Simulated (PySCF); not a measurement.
# C2H9BNSi− (SMILES [BH3-]N1CC[SiH2]1) at 5 levels

Wanted: a comparison of 5 runs (HF/STO-3G, HF/3-21G, HF/def2-SVP, TPSSh/def2-SVP, MP2/6-31G**) of C2H9BNSi−. 

The results are computed with PySCF 2.14.0.

## (1) Starting point

C2H9BNSi−: 14 atoms, total charge -1, spin state singlet. SMILES: `[BH3-]N1CC[SiH2]1`. Geometry: relaxed at GFN2-xTB.

Bond lengths: B1–N2 1.547 Å, N2–C3 1.455 Å, C3–C4 1.534 Å, N2–Si5 1.682 Å, C4–Si5 1.913 Å, B1–H6 1.218 Å, B1–H7 1.224 Å, B1–H8 1.226 Å, C3–H9 1.101 Å, C3–H10 1.101 Å, C4–H11 1.090 Å, C4–H12 1.090 Å, Si5–H13 1.490 Å, Si5–H14 1.488 Å. Some angles: B1–N2–C3 123.0°, B1–N2–Si5 139.5°, C3–N2–Si5 97.3°, N2–C3–C4 98.9°, C3–C4–Si5 85.7°, N2–Si5–C4 78.1°, N2–B1–H6 108.2°, N2–B1–H7 109.1°, N2–B1–H8 109.2°, N2–C3–H9 111.7°.

## (2) Energy and forces at HF/STO-3G (run 1)

calc.py

```python
from pyscf import gto

molecule = gto.M(
    atom=[
    ('B', (-1.046190, 1.445690, 0.988380)),
    ('N', (-0.152020, 0.392750, 0.291810)),
    ('C', (-0.622760, -0.454370, -0.793680)),
    ('C', (0.651610, -1.276260, -1.022520)),
    ('Si', (1.390190, -0.265770, 0.424400)),
    ('H', (-0.375990, 2.019430, 1.828710)),
    ('H', (-1.455540, 2.239950, 0.151350)),
    ('H', (-1.998870, 0.882100, 1.514910)),
    ('H', (-0.931820, 0.138760, -1.667840)),
    ('H', (-1.488920, -1.062960, -0.492560)),
    ('H', (0.513590, -2.346960, -0.872980)),
    ('H', (1.090520, -1.129510, -2.009080)),
    ('H', (1.821540, -1.104490, 1.577940)),
    ('H', (2.604650, 0.521650, 0.081170)),
],
    max_memory=1860,
    charge=-1,
    verbose=4,
    basis='sto-3g',
)

calc0 = molecule.RHF()
calc0.conv_tol = 1e-10
calc0.kernel()
if not calc0.converged:
    calc0 = calc0.newton().run(calc0.mo_coeff, calc0.mo_occ)

energy = calc0.e_tot
print(f'total energy: {energy:.8f} hartree')
grad = calc0.nuc_grad_method().kernel()
dip = calc0.dip_moment()
pop, q = calc0.mulliken_pop()
```

Launch:

```bash
$ OMP_NUM_THREADS=1 python calc.py
```

The log of the run:

```text
PySCF version 2.14.0

[... 68 lines left out ...]
converged SCF energy = -443.664911927783
total energy: -443.66491193 hartree
[... 12 lines left out ...]
WARN: System has nonzero charge -1; the dipole moment is origin-dependent.
[... 2 lines left out ...]
Dipole moment(X, Y, Z, Debye):  3.99085, -5.18517, -3.36189
[... 53 lines left out ...]
charge of   13H =     -0.21890
```

Wall time 7.2 s (1 thread of Intel Xeon at 2.50GHz (Skylake/Cascade Lake), shared host); peak memory 0.12 GiB.

## (3) Energy and gradient at HF/3-21G (run 2)

input.xyz

```xyz
14

B     -1.046190     1.445690     0.988380
N     -0.152020     0.392750     0.291810
C     -0.622760    -0.454370    -0.793680
C      0.651610    -1.276260    -1.022520
Si     1.390190    -0.265770     0.424400
H     -0.375990     2.019430     1.828710
H     -1.455540     2.239950     0.151350
H     -1.998870     0.882100     1.514910
H     -0.931820     0.138760    -1.667840
H     -1.488920    -1.062960    -0.492560
H      0.513590    -2.346960    -0.872980
H      1.090520    -1.129510    -2.009080
H      1.821540    -1.104490     1.577940
H      2.604650     0.521650     0.081170
```

job.py

```python
import pyscf.grad
from pyscf import gto

molecule = gto.Mole()
molecule.atom = 'input.xyz'
molecule.basis = '3-21g'
molecule.verbose = 3
molecule.spin = 0
molecule.charge = -1
molecule.max_memory = 1860
molecule.build()

mf = molecule.RHF()
mf.conv_tol = 1e-10
mf.kernel()
if not mf.converged:
    mf = mf.newton().run(mf.mo_coeff, mf.mo_occ)

e_final = mf.e_tot
print('Final energy', e_final)
grad = mf.Gradients().kernel()
dip = mf.dip_moment()
pop, q = mf.mulliken_pop()
```

Launch:

```bash
$ OMP_NUM_THREADS=1 python job.py
```

The log of the run:

```text
converged SCF energy = -446.594996581035
Final energy -446.5949965810347
--------------- RHF gradients ---------------
         x                y                z
0 B    -0.0020025103     0.0048710521     0.0041721102
1 N     0.0202833556    -0.0233049527    -0.0145343508
2 C     0.0301305512    -0.0062913576     0.0091049513
[... 10 lines of this table left out ...]
13 H    -0.0066120115    -0.0048644895    -0.0003556956
----------------------------------------------

WARN: System has nonzero charge -1; the dipole moment is origin-dependent.
[... 2 lines left out ...]
Dipole moment(X, Y, Z, Debye):  3.07882, -5.16511, -3.81615
[... 82 lines left out ...]
charge of   13H =     -0.30448
```

It took 8.1 s on 1 thread of Intel Xeon at 2.50GHz (Skylake/Cascade Lake), shared host; peak memory 0.14 GiB.

Runs 3 to 4 aren't shown in full; the table further down has their settings and results.

## (4) Energy and forces at MP2/6-31G(d,p) (spherical functions) (run 5)

job.py

```python
import pyscf.grad
from pyscf import gto, scf, mp

mol = gto.Mole()
mol.atom = '''
B     -1.046190     1.445690     0.988380
N     -0.152020     0.392750     0.291810
C     -0.622760    -0.454370    -0.793680
C      0.651610    -1.276260    -1.022520
Si     1.390190    -0.265770     0.424400
H     -0.375990     2.019430     1.828710
H     -1.455540     2.239950     0.151350
H     -1.998870     0.882100     1.514910
H     -0.931820     0.138760    -1.667840
H     -1.488920    -1.062960    -0.492560
H      0.513590    -2.346960    -0.872980
H      1.090520    -1.129510    -2.009080
H      1.821540    -1.104490     1.577940
H      2.604650     0.521650     0.081170
'''
mol.verbose = 4
mol.max_memory = 1860
mol.basis = '6-31g**'
mol.charge = -1
mol.build()

mf = scf.RHF(mol)
mf.conv_tol = 1e-10
mf.kernel()
if not mf.converged:
    mf = mf.newton().run(mf.mo_coeff, mf.mo_occ)

pt = mp.MP2(mf, frozen=9).run()
e_tot = pt.e_tot
print('E = %.10f Eh' % e_tot)
grad = pt.Gradients().kernel()
dip = mf.dip_moment()
pop, q = mf.mulliken_pop()
```

Launch:

```bash
$ OMP_NUM_THREADS=1 python job.py
```

The log of the run:

```text
PySCF version 2.14.0

[... 70 lines left out ...]
converged SCF energy = -449.01509588775
[... 18 lines left out ...]
WARN: System has nonzero charge -1; the dipole moment is origin-dependent.
[... 2 lines left out ...]
Dipole moment(X, Y, Z, Debye):  2.94063, -4.92599, -3.65328
[... 134 lines left out ...]
charge of   13H =     -0.25983
```

Wall time 1.7 min (1 thread of Intel Xeon at 2.50GHz (Skylake/Cascade Lake), shared host); peak memory 1.2 GiB.

## (5) The series

| run | level | integration grid | frozen core orbitals | energy (Eh) | HOMO energy (eV) | LUMO energy (eV) | HOMO–LUMO gap (eV) | wall time |
| --- | --- | --- | --- | --- | --- | --- | --- | --- |
| 1 | HF/STO-3G | – | – | -443.664912 | -0.08 | 16.21 | 16.29 | 7.2 s |
| 2 | HF/3-21G | – | – | -446.594997 | -3.20 | 8.23 | 11.43 | 8.1 s |
| 3 | HF/def2-SVP | – | – | -448.820679 | -3.68 | 8.05 | 11.72 | 40 s |
| 4 | TPSSh/def2-SVP | 5 | – | -450.581714 | -0.05 | 4.49 | 4.54 | 3 min |
| 5 | MP2/6-31G** (spherical functions) | – | 9 | -449.673712 | -3.46 | 7.87 | 11.33 | 1.7 min |

## (6) What came out

| quantity | value |
| --- | --- |
| run 5: total energy | -449.67371 Eh |
| run 5: HOMO energy (Hartree–Fock orbitals) | -3.46 eV |
| run 5: LUMO energy (Hartree–Fock orbitals) | 7.87 eV |
| run 5: HOMO–LUMO gap (to an unbound level, set by the basis) | 11.33 eV |
| run 5: correlation energy (9 core orbitals frozen) | -658.6 mEh |
| run 5: largest force on an atom | 1.084 eV/Å |

In words: Over runs 1, 2, 3, 4 the HOMO–LUMO gap runs from 4.54 eV (TPSSh/def2-SVP) to 16.29 eV (HF/STO-3G). The two ends differ in method and basis. The empty levels of an anion lie above zero and hang on the basis. In run 1 the basis is minimal, so the values are rough. All runs together took 5.6 min, the longest 3 min.
